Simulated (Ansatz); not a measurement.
**FH6NOSi2: two geometries relaxed**

Aim: relax the geometries before and after the inversion of the pyramid at N1, and see whether they are two minima and how far apart in energy. SMILES of the start: N[SiH](F)[SiH2]O.

Program: Ansatz 0.2.0. Level of theory: RKS B3LYP-D4/def2-mTZVP. These are calculated values, not measurements.

### 1 Starting point

Bond lengths: N1–Si2 1.655 Å, Si2–F3 1.580 Å, Si2–Si4 2.308 Å, Si4–O5 1.730 Å, N1–H6 1.020 Å, N1–H7 1.032 Å, Si2–H8 1.523 Å, Si4–H9 1.455 Å, Si4–H10 1.464 Å, O5–H11 0.984 Å. Angles (14 of 16 angles, heavy atoms first): N1–Si2–F3 102.2°, N1–Si2–Si4 115.0°, F3–Si2–Si4 110.9°, Si2–Si4–O5 110.7°, N1–Si2–H8 106.8°, F3–Si2–H8 109.6°, Si4–Si2–H8 111.9°, Si2–N1–H6 111.5°, Si2–N1–H7 110.5°, Si2–Si4–H9 110.7°, Si2–Si4–H10 114.2°, O5–Si4–H9 102.7°, O5–Si4–H10 106.2°, Si4–O5–H11 116.9°.

Coordinates:

```xyz
11

N     0.0958    1.6310    0.8240
Si    0.9526    0.3314    0.2623
F     1.4738   -0.3270    1.6002
Si   -0.2714   -1.1833   -0.9773
O    -1.8697   -1.3488   -0.3368
H    -0.5276    1.3656    1.5860
H     0.7315    2.3294    1.2405
H     2.1310    0.8894   -0.5255
H    -0.5162   -0.6714   -2.3176
H     0.2973   -2.5318   -1.0071
H    -2.4318   -0.5414   -0.3281
```

### 2 End point A

File input.yaml:

```yaml
crystal:
  periodic: [false, false, false]
  atoms:
    - { symbol: "N", position_ang: [0.0958, 1.631, 0.824] }
    - { symbol: Si, position_ang: [0.9526, 0.3314, 0.2623] }
    - { symbol: F, position_ang: [1.4738, -0.327, 1.6002] }
    - { symbol: Si, position_ang: [-0.2714, -1.1833, -0.9773] }
    - { symbol: O, position_ang: [-1.8697, -1.3488, -0.3368] }
    - { symbol: H, position_ang: [-0.5276, 1.3656, 1.586] }
    - { symbol: H, position_ang: [0.7315, 2.3294, 1.2405] }
    - { symbol: H, position_ang: [2.131, 0.8894, -0.5255] }
    - { symbol: H, position_ang: [-0.5162, -0.6714, -2.3176] }
    - { symbol: H, position_ang: [0.2973, -2.5318, -1.0071] }
    - { symbol: H, position_ang: [-2.4318, -0.5414, -0.3281] }
basis:
  gaussian: { orbitals: def2-mTZVP }
hamiltonian:
  xc: b3lyp
  dispersion: d4
relax:
  f_tol: 0.015
  max_steps: 40
```

On the command line:

```
$ ansatz run input.yaml --threads 2 --pin off --max-ram 3072MiB --backend cpu --events-out ev --progress --plain --runs-dir out
```

The log of the run, shortened:

```text
Warning: RAYON_NUM_THREADS=2 ignored (pool sized by the plan → 2); use --threads N
[...]
Functional definition: B3LYP
[...]
1217 factors; integrals over basis functions are off by at most 6.2e-4 eV
[...]
mean field -22113.65537101 eV, -812.6618457105 hartree, gradient 1.8e-5 eV, S^2 0.000000; 0 other end points of the search recorded, 0 dependent functions left out
[...]
reference -22113.65564860 eV, -812.6618559121 hartree; 29, 29 occupied and 95, 95 virtual orbitals, 1217 factors
relax step   1: F+E_penalty+E_count = -22114.03490939 eV  Δ(F+E_penalty+E_count) = +0.000e0 eV  max|allowed force component| = 2.305e0 eV/Å  Δτ_max = 0.0000 Å  (28 SCF iters, accepted)
[...]
relax step   4: F+E_penalty+E_count = -22114.54222753 eV  Δ(F+E_penalty+E_count) = -2.453e-2 eV  max|allowed force component| = 4.290e-1 eV/Å  Δτ_max = 0.1197 Å  (30 SCF iters, accepted)
[...]
relax step   7: F+E_penalty+E_count = -22114.58104502 eV  Δ(F+E_penalty+E_count) = -7.028e-3 eV  max|allowed force component| = 5.835e-2 eV/Å  Δτ_max = 0.0724 Å  (29 SCF iters, accepted)
[...]
relax step  10: F+E_penalty+E_count = -22114.58667114 eV  Δ(F+E_penalty+E_count) = -1.777e-3 eV  max|allowed force component| = 2.104e-2 eV/Å  Δτ_max = 0.0401 Å  (31 SCF iters, accepted)
[...]
relax step  11: F+E_penalty+E_count = -22114.58838791 eV  Δ(F+E_penalty+E_count) = -1.717e-3 eV  max|allowed force component| = 8.252e-2 eV/Å  Δτ_max = 0.1070 Å  (29 SCF iters, accepted)
[...]
relax step  12: F+E_penalty+E_count = -22114.58877754 eV  Δ(F+E_penalty+E_count) = -3.896e-4 eV  max|allowed force component| = 1.010e-1 eV/Å  Δτ_max = 0.0553 Å  (30 SCF iters, accepted)
[...]
1217 factors; integrals over basis functions are off by at most 6.8e-4 eV
[...]
mean field -22114.20408887 eV, -812.6820107199 hartree, gradient 6.0e-6 eV, S^2 0.000000; 0 other end points of the search recorded, 0 dependent functions left out
[...]
reference -22114.20436632 eV, -812.6820209160 hartree; 29, 29 occupied and 95, 95 virtual orbitals, 1217 factors
```

### 3 More of the same log: end point A relaxed

The log, continued, shortened:

```text
relax step  13: F+E_penalty+E_count = -22114.58954578 eV  Δ(F+E_penalty+E_count) = -7.682e-4 eV  max|allowed force component| = 6.060e-2 eV/Å  Δτ_max = 0.0193 Å  (30 SCF iters, accepted)
[...]
relax step  15: F+E_penalty+E_count = -22114.59038763 eV  Δ(F+E_penalty+E_count) = -5.226e-4 eV  max|allowed force component| = 3.729e-2 eV/Å  Δτ_max = 0.0214 Å  (30 SCF iters, accepted)
[...]
relax step  17: F+E_penalty+E_count = -22114.59078632 eV  Δ(F+E_penalty+E_count) = -1.617e-4 eV  max|allowed force component| = 5.109e-2 eV/Å  Δτ_max = 0.0204 Å  (31 SCF iters, accepted)
[...]
relax step  19: F+E_penalty+E_count = -22114.59095352 eV  Δ(F+E_penalty+E_count) = -5.445e-5 eV  max|allowed force component| = 2.251e-2 eV/Å  Δτ_max = 0.0112 Å  (25 SCF iters, accepted)
[...]
Atom 1 at     1.067449     0.351148     0.183137 Å, force    -0.002164     0.000802     0.001125 eV/Å
Atom 2 at     2.172176    -0.434562     1.086857 Å, force     0.000718    -0.000324    -0.000047 eV/Å
Atom 3 at    -0.328157    -1.219349    -0.884158 Å, force    -0.006956     0.005448     0.005963 eV/Å
Atom 4 at    -1.912329    -0.858287    -0.491452 Å, force     0.003008    -0.002422    -0.002525 eV/Å
Atom 5 at    -0.723960     0.966719     1.652564 Å, force    -0.000261    -0.001778    -0.001275 eV/Å
Atom 6 at     0.313479     2.252368     1.450882 Å, force    -0.001285    -0.000690    -0.001754 eV/Å
Atom 7 at     1.858910     1.242481    -0.695421 Å, force     0.001777     0.001516    -0.000272 eV/Å
Atom 8 at    -0.101453    -1.186393    -2.355291 Å, force     0.000884    -0.000256    -0.000822 eV/Å
Atom 9 at    -0.106645    -2.602036    -0.405359 Å, force    -0.000130    -0.000847    -0.000472 eV/Å
Atom 10 at    -2.176886     0.064386    -0.594203 Å, force     0.000238    -0.000867     0.000071 eV/Å
Dipole moment:    -0.212037     0.475547     0.023304 e Å
```

Wall time 94 s (2 threads of Intel Xeon Platinum 8259CL at 2.50GHz (Skylake/Cascade Lake), shared host); peak memory 0.32 GiB.

The steps of the relaxation:

```csv
step,energy from step 1 (eV),largest force component (eV/Å)
1,0.0000,2.3046
2,-0.3635,1.1445
3,-0.4828,0.3340
4,-0.5073,0.4290
5,-0.5238,0.2457
6,-0.5391,0.1549
7,-0.5461,0.0584
8,-0.5476,0.1539
9,-0.5500,0.0703
10,-0.5518,0.0210
11,-0.5535,0.0825
12,-0.5539,0.1010
13,-0.5546,0.0606
14,-0.5550,0.0623
15,-0.5555,0.0373
16,-0.5557,0.0468
17,-0.5559,0.0511
18,-0.5560,0.0399
19,-0.5560,0.0225
20,-0.5561,0.0224
21,-0.5561,0.0183
22,-0.5561,0.0070
```

Step 1 is the start.

After: Bond lengths: N1–Si2 1.720 Å, Si2–F3 1.629 Å, Si2–Si4 2.357 Å, Si4–O5 1.672 Å, N1–H6 1.012 Å, N1–H7 1.012 Å, Si2–H8 1.481 Å, Si4–H9 1.489 Å, Si4–H10 1.480 Å, O5–H11 0.965 Å. Angles (14 of 16 angles, heavy atoms first): N1–Si2–F3 114.7°, N1–Si2–Si4 105.1°, F3–Si2–Si4 109.4°, Si2–Si4–O5 108.1°, N1–Si2–H8 106.4°, F3–Si2–H8 104.9°, Si4–Si2–H8 116.7°, Si2–N1–H6 120.5°, Si2–N1–H7 121.3°, Si2–Si4–H9 110.0°, Si2–Si4–H10 112.8°, O5–Si4–H9 111.8°, O5–Si4–H10 105.5°, Si4–O5–H11 116.2°.

### 4 End point B

The second end starts from a geometry with the move made by hand.

input.yaml, as its differences from that of step 2:

```diff
@@ -8,4 +8,4 @@
     - { symbol: O, position_ang: [-1.8697, -1.3488, -0.3368] }
-    - { symbol: H, position_ang: [-0.5276, 1.3656, 1.586] }
-    - { symbol: H, position_ang: [0.7315, 2.3294, 1.2405] }
+    - { symbol: H, position_ang: [-0.90668, 1.504, 0.68755] }
+    - { symbol: H, position_ang: [0.32625, 2.47736, 0.28001] }
     - { symbol: H, position_ang: [2.131, 0.8894, -0.5255] }
```

On the command line:

```
$ ansatz run input.yaml --threads 2 --pin off --max-ram 3072MiB --backend cpu --events-out ev --progress --plain --runs-dir out
```

The log of the run, shortened:

```text
Warning: RAYON_NUM_THREADS=2 ignored (pool sized by the plan → 2); use --threads N
[...]
[... 1 set-up line as earlier in the session ...]
[...]
1217 factors; integrals over basis functions are off by at most 6.2e-4 eV
[...]
mean field -22113.55893416 eV, -812.6583017217 hartree, gradient 2.0e-5 eV, S^2 0.000000; 0 other end points of the search recorded, 0 dependent functions left out
[...]
reference -22113.55920570 eV, -812.6583117007 hartree; 29, 29 occupied and 95, 95 virtual orbitals, 1217 factors
relax step   1: F+E_penalty+E_count = -22113.94120729 eV  Δ(F+E_penalty+E_count) = +0.000e0 eV  max|allowed force component| = 2.646e0 eV/Å  Δτ_max = 0.0000 Å  (28 SCF iters, accepted)
[...]
relax step   7: F+E_penalty+E_count = -22114.52598792 eV  Δ(F+E_penalty+E_count) = -5.005e-3 eV  max|allowed force component| = 2.863e-1 eV/Å  Δτ_max = 0.0425 Å  (31 SCF iters, accepted)
[...]
relax step  13: F+E_penalty+E_count = -22114.57114222 eV  Δ(F+E_penalty+E_count) = -1.885e-4 eV  max|allowed force component| = 2.591e-1 eV/Å  Δτ_max = 0.0915 Å  (29 SCF iters, accepted)
[...]
relax step  19: F+E_penalty+E_count = -22114.58725235 eV  Δ(F+E_penalty+E_count) = -2.942e-3 eV  max|allowed force component| = 9.472e-2 eV/Å  Δτ_max = 0.1026 Å  (29 SCF iters, accepted)
[...]
relax step  23: F+E_penalty+E_count = -22114.58945214 eV  Δ(F+E_penalty+E_count) = -1.129e-3 eV  max|allowed force component| = 1.404e-1 eV/Å  Δτ_max = 0.0712 Å  (30 SCF iters, accepted)
relax step  24: F+E_penalty+E_count = -22114.58993731 eV  Δ(F+E_penalty+E_count) = -4.852e-4 eV  max|allowed force component| = 1.088e-1 eV/Å  Δτ_max = 0.0438 Å  (31 SCF iters, accepted)
[...]
```

### 5 More of the same log: end point B relaxed

The log, continued, shortened:

```text
mean field -22114.20466251 eV, -812.6820318008 hartree, gradient 6.0e-6 eV, S^2 0.000000; 0 other end points of the search recorded, 0 dependent functions left out
[...]
reference -22114.20494143 eV, -812.6820420510 hartree; 29, 29 occupied and 95, 95 virtual orbitals, 1217 factors
relax step  25: F+E_penalty+E_count = -22114.59033183 eV  Δ(F+E_penalty+E_count) = -3.945e-4 eV  max|allowed force component| = 9.786e-2 eV/Å  Δτ_max = 0.0406 Å  (31 SCF iters, accepted)
[...]
relax step  30: F+E_penalty+E_count = -22114.59095695 eV  Δ(F+E_penalty+E_count) = -2.037e-5 eV  max|allowed force component| = 2.031e-2 eV/Å  Δτ_max = 0.0060 Å  (24 SCF iters, accepted)
[...]
relax step  31: F+E_penalty+E_count = -22114.59098679 eV  Δ(F+E_penalty+E_count) = -2.984e-5 eV  max|allowed force component| = 7.817e-3 eV/Å  Δτ_max = 0.0075 Å  (23 SCF iters, accepted)
[...]
Atom 1 at     0.979194     0.409198     0.045234 Å, force    -0.001781     0.004107    -0.006225 eV/Å
Atom 2 at     2.044133    -0.287247     1.062416 Å, force     0.003420    -0.001799     0.002771 eV/Å
Atom 3 at    -0.331745    -1.260807    -0.977211 Å, force    -0.005848    -0.003960     0.000478 eV/Å
Atom 4 at    -1.940823    -0.898763    -0.704857 Å, force     0.007817     0.003811    -0.002350 eV/Å
Atom 5 at    -0.900416     1.093448     1.365496 Å, force    -0.001775     0.001139     0.000997 eV/Å
Atom 6 at     0.124447     2.382808     1.125464 Å, force     0.000628     0.001213     0.000450 eV/Å
Atom 7 at     1.803992     1.250042    -0.852534 Å, force     0.000191    -0.001147     0.001472 eV/Å
Atom 8 at    -0.019775    -1.335520    -2.431219 Å, force     0.000393     0.001313     0.000965 eV/Å
Atom 9 at    -0.120748    -2.599806    -0.383050 Å, force    -0.000053     0.000761     0.000284 eV/Å
Atom 10 at    -2.208070     0.010901    -0.886759 Å, force    -0.002945    -0.002886     0.000989 eV/Å
Dipole moment:    -0.218411     0.473009    -0.021365 e Å
```

It took 2.2 min on 2 threads of Intel Xeon Platinum 8259CL at 2.50GHz (Skylake/Cascade Lake), shared host; peak memory 0.31 GiB.

Relaxation path, one in 2:

```
step  energy from step 1 (eV)  largest force component (eV/Å)
   1                   0.0000                          2.6463
   3                  -0.4706                          1.0260
   5                  -0.5761                          0.3177
   7                  -0.5848                          0.2863
   9                  -0.6040                          0.2048
  11                  -0.6232                          0.1307
  13                  -0.6299                          0.2591
  15                  -0.6385                          0.1073
  17                  -0.6419                          0.1500
  19                  -0.6460                          0.0947
 21x                  -0.6419                          0.1731
  23                  -0.6482                          0.1404
  25                  -0.6491                          0.0979
  27                  -0.6496                          0.0271
  29                  -0.6497                          0.0252
  31                  -0.6498                          0.0078
```

Step 1 is the start. 3 steps were tried and not accepted (marked x).

After: Bond lengths: N1–Si2 1.719 Å, Si2–F3 1.629 Å, Si2–Si4 2.356 Å, Si4–O5 1.672 Å, N1–H6 1.012 Å, N1–H7 1.012 Å, Si2–H8 1.481 Å, Si4–H9 1.489 Å, Si4–H10 1.480 Å, O5–H11 0.965 Å. Angles (14 of 16 angles, heavy atoms first): N1–Si2–F3 114.7°, N1–Si2–Si4 105.1°, F3–Si2–Si4 109.4°, Si2–Si4–O5 108.1°, N1–Si2–H8 106.4°, F3–Si2–H8 104.9°, Si4–Si2–H8 116.7°, Si2–N1–H6 120.5°, Si2–N1–H7 121.4°, Si2–Si4–H9 110.0°, Si2–Si4–H10 112.8°, O5–Si4–H9 111.8°, O5–Si4–H10 105.5°, Si4–O5–H11 116.1°.

### 6 Outcome

```
                           quantity                     value
                              end A  21 moves, 0.556 eV lower
                              end B  27 moves, 0.650 eV lower
largest difference between the ends                    0.01 Å
            end B relative to end A                 +0.000 eV
```

In words: Both starts fell into the same minimum (no atom differs by more than 0.01 Å), so from this start no second minimum was found and no band was run; another arrangement could still be one.
